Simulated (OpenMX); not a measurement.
HfB in OpenMX: the effect of volume scale

The system is HfB.

```
CELL_PARAMETERS angstrom
0.00000 2.21364 2.21364
2.21364 0.00000 2.21364
2.21364 2.21364 0.00000
ATOMIC_POSITIONS crystal
Hf 0.50000 0.50000 0.50000
B 0.00000 0.00000 0.00000
```

Alike in all runs:

```yaml
Program: OpenMX 3.8.5
Task: band structure
Functional: PBE
Potentials_or_basis: OpenMX 2013 PBE set, Hf7.0-s3p2d2f1, B7.0-s2p2d1, grid cutoff 400 Ry
k_mesh: 7 × 7 × 7
Occupations: fermi-dirac, width 0.05 eV
Spin: no spin polarisation
```

```csv
volume scale,pressure (GPa)
0.88,74.7
0.92,57.0
0.96,?
1,30.1
1.04,20.0
1.08,11.5
```

What does the run with volume scale 0.96 give?

Pressure 42.4 GPa.

Worked out: A parabola through the other rows of the pressure, of slope -342 GPa per unit of volume scale there, gives 42.6 GPa, against the run's 42.4.

Caveats: the basis of atomic orbitals isn't converged, which shifts pressures, moduli and gaps; the cell as given lies far from equilibrium (some runs).
